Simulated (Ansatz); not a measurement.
# CaZn2Sb2, space group P-3m1: a phonon calculation by linear response

Computed with the Python package of Ansatz (0.2.0).

Input file `cazn2sb2.vasp`:
```text
CaZn2Sb2
1.0
   4.44100000    0.00000000    0.00000000
  -2.22050000    3.84601882    0.00000000
   0.00000000    0.00000000    7.46400000
Ca Zn Sb
1 2 2
Direct
   0.00000000    0.00000000    0.00000000
   0.33333333    0.66666667    0.63070000
   0.66666667    0.33333333    0.36930000
   0.33333333    0.66666667    0.25710000
   0.66666667    0.33333333    0.74290000
```

The script, `run_dfpt.py`:
```python
"""DFPT phonons of CaZn2Sb2."""

from pathlib import Path

import ansatz as az
from ase.io import read
import numpy as np


def main() -> None:
    atoms = read("cazn2sb2.vasp", format="vasp")
    xtal = az.Crystal.from_ase(atoms)

    calculation = xtal.calculation()
    calculation = calculation.functional(az.Functional.LDA).occupations("fermi_dirac", width=0.05)
    calculation = calculation.kpoints(6, 6, 4)
    calculation = calculation.phonons("dfpt", points=[(0, 0, 0), (0.5, 0, 0), (0, 0, 0.5)])
    out = calculation.run(threads=1, pin="off", runs_dir="runs")
    ph = out.phonons

    for q in ph.qpoints:
        thz = np.asarray(q.omega_inv_cm) / 33.35641
        print("q = ({:.2f}, {:.2f}, {:.2f})".format(*q.q_frac), np.round(thz, 2) + 0.0, "THz")


if __name__ == "__main__":
    main()
```

```console
$ python run_dfpt.py
DeckWarning: basis.ecutwfc = 420 eV, auto-derived from the records' recommended cutoffs: set by Ca (normal level)
q = (0.00, 0.00, 0.00) [0.   0.   0.   1.16 1.16 2.78 3.6  3.6  3.77 3.81 4.62 4.62 4.69 4.69
 5.06] THz
q = (0.50, 0.00, 0.00) [1.27 1.43 1.59 1.73 2.77 2.79 3.17 3.66 4.23 4.29 4.39 4.63 4.68 4.76
 4.99] THz
q = (0.00, 0.00, 0.50) [-0.11 -0.11  1.28  1.28  1.82  2.74  2.96  3.57  3.57  4.45  4.45  4.6
  4.82  4.82  5.37] THz
```
(Warnings from the package without file and line.)

The cell isn't relaxed first, so the values belong to this volume. For a metal this k-point mesh is coarse: on a finer one energies can move by several to tens of meV an atom and pressures by half a GPa or more, differences at one mesh by less. No non-analytic term is added, so at the zone centre the longitudinal optical modes of a polar crystal aren't split off. The structure is a deposited one; some such entries were measured under pressure or heat, so a shift against it needn't be the functional's error alone. The structure is taken as given; imaginary modes can come from an unrelaxed or unstable start. Run time: 11 min on 1 thread of Arm Neoverse V1 (shared host), peak memory 1.3 GiB.
